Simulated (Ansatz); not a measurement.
**ClFH₂HfOSe: geometry optimisation**

The task: find the minimum of ClFH₂HfOSe nearest to the start.

The runs use Ansatz 0.2.0; RKS CAM-B3LYP-D4/def2-SVP.

**1. Where the work starts**

SMILES `[OH][Hf]([F])([Cl])[SeH]`, 7 atoms, charge 0, spin multiplicity 1.

Atoms are counted from 1 here; the program's logs count them from 0.

Bond lengths: O1–Hf2 1.909 Å, O1–H6 0.966 Å, Hf2–F3 1.913 Å, Hf2–Cl4 2.367 Å, Hf2–Se5 2.589 Å, Se5–H7 1.489 Å. Angles: Hf2–O1–H6 171.8°, O1–Hf2–F3 113.4°, O1–Hf2–Cl4 109.3°, O1–Hf2–Se5 108.0°, F3–Hf2–Cl4 110.1°, F3–Hf2–Se5 105.9°, Cl4–Hf2–Se5 110.0°, Hf2–Se5–H7 88.6°.

As a file:

```xyz
7
ClFH2HfOSe
O    -0.9021    0.3565    1.2434
Hf    0.2270   -0.6025    0.0391
F     1.5959   -1.6086    0.9191
Cl   -1.0983   -2.0339   -1.3013
Se    1.4575    1.1206   -1.4511
H    -1.4455    0.7417    1.9432
H     0.2266    1.9582   -1.4379
```

**2. Relaxation**

The input, input.yaml:

```yaml
crystal:
  periodic: [false, false, false]
  atoms:
    - { symbol: O, position_ang: [-0.902141, 0.356458, 1.243371] }
    - { symbol: Hf, position_ang: [0.227049, -0.602532, 0.039053] }
    - { symbol: F, position_ang: [1.595933, -1.608566, 0.919132] }
    - { symbol: Cl, position_ang: [-1.098332, -2.033865, -1.301317] }
    - { symbol: Se, position_ang: [1.457498, 1.120641, -1.45112] }
    - { symbol: H, position_ang: [-1.445456, 0.741681, 1.943224] }
    - { symbol: H, position_ang: [0.226648, 1.958183, -1.437943] }
basis:
  gaussian: { orbitals: def2-SVP }
hamiltonian:
  xc: { name: CAM-B3LYP }
  dispersion: d4
output:
  forces: true
relax:
  f_tol: 0.003
  max_steps: 120
```

Launch:

```
> ansatz run input.yaml --threads 1 --pin off --max-ram 2560MiB --backend cpu --events-out ev --progress --plain --runs-dir out
```

What it wrote:

```text
Warning: RAYON_NUM_THREADS=1 ignored (pool sized by the plan → 1); use --threads N
The last accepted step is kept in <dir> (removed where the run ends without a failure and the disk answers)
Engine: ansatz 0.2.0, aarch64-unknown-linux-gnu
Functional definition: CAM-B3LYP
  parameter alpha = 0.19
  parameter beta = 0.46
  parameter omega = 0.33/bohr
  parameter ac = 0.81
  exchange = (1 - alpha - beta)*b88_x + beta*b88_x_sr(omega) + alpha*exact_x + beta*exact_x_lr(omega)
  correlation = (1 - ac)*vwn5_c + ac*lyp_c
1229 factors; integrals over basis functions are off by at most 2.2e-4 eV
361 factors; integrals over basis functions are off by at most 7.1e-6 eV
mean field evaluation 1: about -83961.3633 eV, gradient 6.3e1 eV
mean field evaluation 2: about -83943.7114 eV, gradient 1.2e2 eV
mean field evaluation 4: about -83968.7599 eV, gradient 2.4e0 eV
mean field evaluation 8: about -83968.7995 eV, gradient 7.4e-2 eV
mean field evaluation 16: about -83968.7995 eV, gradient 8.3e-5 eV
mean field -83968.79953767 eV, -3085.7964669128 hartree, gradient 8.3e-5 eV, S^2 0.000000; 0 other end points of the search recorded, 0 dependent functions left out
the calculation of the forces begins
reference -83968.79969364 eV, -3085.7964726446 hartree; 41, 41 occupied and 79, 79 virtual orbitals, 1229 factors
relax step   1: F+E_penalty+E_count = -83968.96282500 eV  Δ(F+E_penalty+E_count) = +0.000e0 eV  max|allowed force component| = 3.458e-1 eV/Å  Δτ_max = 0.0000 Å  (29 SCF iters, accepted)
these checks for a lower state are left out or cut short: starts, cluster_reference, orbital_swaps, neighbouring_geometries, increment
1229 factors; integrals over basis functions are off by at most 2.4e-4 eV
361 factors; integrals over basis functions are off by at most 7.1e-6 eV
mean field -83968.80460535 eV, -3085.7966531468 hartree, gradient 1.7e-5 eV, S^2 0.000000; 0 other end points of the search recorded, 0 dependent functions left out
the calculation of the forces begins
reference -83968.80476096 eV, -3085.7966588653 hartree; 41, 41 occupied and 79, 79 virtual orbitals, 1229 factors
relax step   2: F+E_penalty+E_count = -83968.96937094 eV  Δ(F+E_penalty+E_count) = -6.546e-3 eV  max|allowed force component| = 2.080e-1 eV/Å  Δτ_max = 0.0267 Å  (34 SCF iters, accepted)
these checks for a lower state are left out or cut short: starts, cluster_reference, orbital_swaps, neighbouring_geometries, increment
1229 factors; integrals over basis functions are off by at most 2.4e-4 eV
361 factors; integrals over basis functions are off by at most 7.1e-6 eV
mean field -83968.80921689 eV, -3085.7968226176 hartree, gradient 2.5e-5 eV, S^2 0.000000; 0 other end points of the search recorded, 0 dependent functions left out
the calculation of the forces begins
reference -83968.80937260 eV, -3085.7968283398 hartree; 41, 41 occupied and 79, 79 virtual orbitals, 1229 factors
relax step   3: F+E_penalty+E_count = -83968.97318708 eV  Δ(F+E_penalty+E_count) = -3.816e-3 eV  max|allowed force component| = 3.286e-2 eV/Å  Δτ_max = 0.0167 Å  (33 SCF iters, accepted)
these checks for a lower state are left out or cut short: starts, cluster_reference, orbital_swaps, neighbouring_geometries, increment
1229 factors; integrals over basis functions are off by at most 2.4e-4 eV
361 factors; integrals over basis functions are off by at most 7.0e-6 eV
mean field evaluation 32: about -83968.7834 eV, gradient 3.1e0 eV
mean field -83968.80972835 eV, -3085.7968414135 hartree, gradient 2.3e-5 eV, S^2 0.000000; 0 other end points of the search recorded, 0 dependent functions left out
the calculation of the forces begins
reference -83968.80988405 eV, -3085.7968471353 hartree; 41, 41 occupied and 79, 79 virtual orbitals, 1229 factors
relax step   4: F+E_penalty+E_count = -83968.97345902 eV  Δ(F+E_penalty+E_count) = -2.719e-4 eV  max|allowed force component| = 3.237e-2 eV/Å  Δτ_max = 0.0117 Å  (34 SCF iters, accepted)
these checks for a lower state are left out or cut short: starts, cluster_reference, orbital_swaps, neighbouring_geometries, increment
1229 factors; integrals over basis functions are off by at most 2.4e-4 eV
361 factors; integrals over basis functions are off by at most 7.0e-6 eV
mean field -83968.80999760 eV, -3085.7968513082 hartree, gradient 2.3e-5 eV, S^2 0.000000; 0 other end points of the search recorded, 0 dependent functions left out
the calculation of the forces begins
reference -83968.81015331 eV, -3085.7968570303 hartree; 41, 41 occupied and 79, 79 virtual orbitals, 1229 factors
relax step   5: F+E_penalty+E_count = -83968.97360092 eV  Δ(F+E_penalty+E_count) = -1.419e-4 eV  max|allowed force component| = 1.676e-2 eV/Å  Δτ_max = 0.0081 Å  (34 SCF iters, accepted)
these checks for a lower state are left out or cut short: starts, cluster_reference, orbital_swaps, neighbouring_geometries, increment
1229 factors; integrals over basis functions are off by at most 2.4e-4 eV
361 factors; integrals over basis functions are off by at most 7.0e-6 eV
mean field -83968.80998793 eV, -3085.7968509526 hartree, gradient 2.3e-5 eV, S^2 0.000000; 0 other end points of the search recorded, 0 dependent functions left out
the calculation of the forces begins
reference -83968.81014362 eV, -3085.7968566742 hartree; 41, 41 occupied and 79, 79 virtual orbitals, 1229 factors
relax step   6: F+E_penalty+E_count = -83968.97366849 eV  Δ(F+E_penalty+E_count) = -6.757e-5 eV  max|allowed force component| = 7.450e-2 eV/Å  Δτ_max = 0.0191 Å  (34 SCF iters, accepted)
these checks for a lower state are left out or cut short: starts, cluster_reference, orbital_swaps, neighbouring_geometries, increment
1229 factors; integrals over basis functions are off by at most 2.4e-4 eV
361 factors; integrals over basis functions are off by at most 7.0e-6 eV
mean field -83968.81020848 eV, -3085.7968590580 hartree, gradient 2.3e-5 eV, S^2 0.000000; 0 other end points of the search recorded, 0 dependent functions left out
the calculation of the forces begins
reference -83968.81036417 eV, -3085.7968647792 hartree; 41, 41 occupied and 79, 79 virtual orbitals, 1229 factors
relax step   7: F+E_penalty+E_count = -83968.97392541 eV  Δ(F+E_penalty+E_count) = -2.569e-4 eV  max|allowed force component| = 9.218e-3 eV/Å  Δτ_max = 0.0088 Å  (34 SCF iters, accepted)
these checks for a lower state are left out or cut short: starts, cluster_reference, orbital_swaps, neighbouring_geometries, increment
1229 factors; integrals over basis functions are off by at most 2.4e-4 eV
361 factors; integrals over basis functions are off by at most 7.0e-6 eV
mean field evaluation 64: about -83968.8102 eV, gradient 2.9e-4 eV
mean field -83968.81024753 eV, -3085.7968604929 hartree, gradient 2.3e-5 eV, S^2 0.000000; 0 other end points of the search recorded, 0 dependent functions left out
the calculation of the forces begins
reference -83968.81040322 eV, -3085.7968662145 hartree; 41, 41 occupied and 79, 79 virtual orbitals, 1229 factors
relax step   8: F+E_penalty+E_count = -83968.97394849 eV  Δ(F+E_penalty+E_count) = -2.308e-5 eV  max|allowed force component| = 1.107e-2 eV/Å  Δτ_max = 0.0071 Å  (36 SCF iters, accepted)
these checks for a lower state are left out or cut short: starts, cluster_reference, orbital_swaps, neighbouring_geometries, increment
1229 factors; integrals over basis functions are off by at most 2.4e-4 eV
361 factors; integrals over basis functions are off by at most 7.0e-6 eV
mean field -83968.81023376 eV, -3085.7968599870 hartree, gradient 2.3e-5 eV, S^2 0.000000; 0 other end points of the search recorded, 0 dependent functions left out
the calculation of the forces begins
reference -83968.81038947 eV, -3085.7968657090 hartree; 41, 41 occupied and 79, 79 virtual orbitals, 1229 factors
relax step   9: F+E_penalty+E_count = -83968.97396179 eV  Δ(F+E_penalty+E_count) = -1.330e-5 eV  max|allowed force component| = 5.064e-3 eV/Å  Δτ_max = 0.0076 Å  (36 SCF iters, accepted)
these checks for a lower state are left out or cut short: starts, cluster_reference, orbital_swaps, neighbouring_geometries, increment
1229 factors; integrals over basis functions are off by at most 2.5e-4 eV
361 factors; integrals over basis functions are off by at most 7.0e-6 eV
mean field -83968.81022803 eV, -3085.7968597763 hartree, gradient 2.3e-5 eV, S^2 0.000000; 0 other end points of the search recorded, 0 dependent functions left out
the calculation of the forces begins
reference -83968.81038374 eV, -3085.7968654986 hartree; 41, 41 occupied and 79, 79 virtual orbitals, 1229 factors
relax step  10: F+E_penalty+E_count = -83968.97396214 eV  Δ(F+E_penalty+E_count) = -3.491e-7 eV  max|allowed force component| = 6.256e-3 eV/Å  Δτ_max = 0.0101 Å  (35 SCF iters, accepted)
these checks for a lower state are left out or cut short: starts, cluster_reference, orbital_swaps, neighbouring_geometries, increment
1229 factors; integrals over basis functions are off by at most 2.5e-4 eV
361 factors; integrals over basis functions are off by at most 7.0e-6 eV
mean field -83968.81022384 eV, -3085.7968596224 hartree, gradient 1.9e-5 eV, S^2 0.000000; 0 other end points of the search recorded, 0 dependent functions left out
the calculation of the forces begins
reference -83968.81037956 eV, -3085.7968653449 hartree; 41, 41 occupied and 79, 79 virtual orbitals, 1229 factors
relax step  11: F+E_penalty+E_count = -83968.97396835 eV  Δ(F+E_penalty+E_count) = -6.216e-6 eV  max|allowed force component| = 3.658e-3 eV/Å  Δτ_max = 0.0020 Å  (27 SCF iters, accepted)
these checks for a lower state are left out or cut short: starts, cluster_reference, orbital_swaps, neighbouring_geometries, increment
1229 factors; integrals over basis functions are off by at most 2.5e-4 eV
361 factors; integrals over basis functions are off by at most 7.0e-6 eV
mean field -83968.81023105 eV, -3085.7968598875 hartree, gradient 2.6e-5 eV, S^2 0.000000; 0 other end points of the search recorded, 0 dependent functions left out
the calculation of the forces begins
reference -83968.81038678 eV, -3085.7968656101 hartree; 41, 41 occupied and 79, 79 virtual orbitals, 1229 factors
relax step  12: F+E_penalty+E_count = -83968.97396967 eV  Δ(F+E_penalty+E_count) = -1.317e-6 eV  max|allowed force component| = 1.335e-3 eV/Å  Δτ_max = 0.0019 Å  (27 SCF iters, accepted)
1229 factors; integrals over basis functions are off by at most 2.5e-4 eV
361 factors; integrals over basis functions are off by at most 7.0e-6 eV
mean field evaluation 96: about -83944.6961 eV, gradient 1.2e2 eV
mean field -83968.81023105 eV, -3085.7968598875 hartree, gradient 2.6e-5 eV, S^2 0.000000; 1 other end points of the search recorded, 0 dependent functions left out
the calculation of the forces begins
reference -83968.81038678 eV, -3085.7968656101 hartree; 41, 41 occupied and 79, 79 virtual orbitals, 1229 factors
Total energy: -83968.97412539 eV, -3085.8028828933 hartree
Atom 0 at    -0.891349     0.328312     1.264500 Å, force    -0.001188    -0.000996     0.000060 eV/Å
Atom 1 at     0.222289    -0.599204     0.038458 Å, force     0.000408     0.000738    -0.000039 eV/Å
Atom 2 at     1.581743    -1.601613     0.910565 Å, force    -0.000503     0.000334     0.000073 eV/Å
Atom 3 at    -1.100952    -2.030266    -1.291573 Å, force     0.000185     0.000769     0.000702 eV/Å
Atom 4 at     1.455005     1.134792    -1.423163 Å, force    -0.000559    -0.000325     0.000069 eV/Å
Atom 5 at    -1.440379     0.742316     1.931598 Å, force     0.001335    -0.000385    -0.000917 eV/Å
Atom 6 at     0.234842     1.957663    -1.475986 Å, force     0.000322    -0.000135     0.000052 eV/Å
Dipole moment:    -0.410216     0.367616     0.445694 e Å
```

Run time: 2.7 min. Hardware: 1 thread of Arm Neoverse V1, shared host; peak memory 0.38 GiB.

Step by step:

| step | energy from step 1 (eV) | largest force component (eV/Å) |
| --- | --- | --- |
| 1 | 0.0000 | 0.3458 |
| 2 | -0.0065 | 0.2080 |
| 3 | -0.0104 | 0.0329 |
| 4 | -0.0106 | 0.0324 |
| 5 | -0.0108 | 0.0168 |
| 6 | -0.0108 | 0.0745 |
| 7 | -0.0111 | 0.0092 |
| 8 | -0.0111 | 0.0111 |
| 9 | -0.0111 | 0.0051 |
| 10 | -0.0111 | 0.0063 |
| 11 | -0.0111 | 0.0037 |
| 12 | -0.0111 | 0.0013 |

Close pairs (by a distance rule), those that changed most:

| bond | before (Å) | after (Å) | change (Å) |
| --- | --- | --- | --- |
| Se5–H7 | 1.489 | 1.473 | -0.016 |
| Hf2–F3 | 1.913 | 1.901 | -0.012 |
| O1–Hf2 | 1.909 | 1.898 | -0.011 |
| O1–H6 | 0.966 | 0.958 | -0.008 |
| Hf2–Se5 | 2.589 | 2.581 | -0.008 |
| Hf2–Cl4 | 2.367 | 2.360 | -0.007 |

**3. What came out**

| quantity | value |
| --- | --- |
| energy gained | 0.0111 eV |
| root mean square move | 0.025 Å |
| dipole moment | 3.40 D |

What this shows: Bond lengths: O1–Hf2 1.898 Å, O1–H6 0.958 Å, Hf2–F3 1.901 Å, Hf2–Cl4 2.360 Å, Hf2–Se5 2.581 Å, Se5–H7 1.473 Å. Angles: Hf2–O1–H6 175.6°, O1–Hf2–F3 112.4°, O1–Hf2–Cl4 109.4°, O1–Hf2–Se5 108.5°, F3–Hf2–Cl4 109.9°, F3–Hf2–Se5 105.8°, Cl4–Hf2–Se5 110.9°, Hf2–Se5–H7 90.0°. No frequencies were computed here.
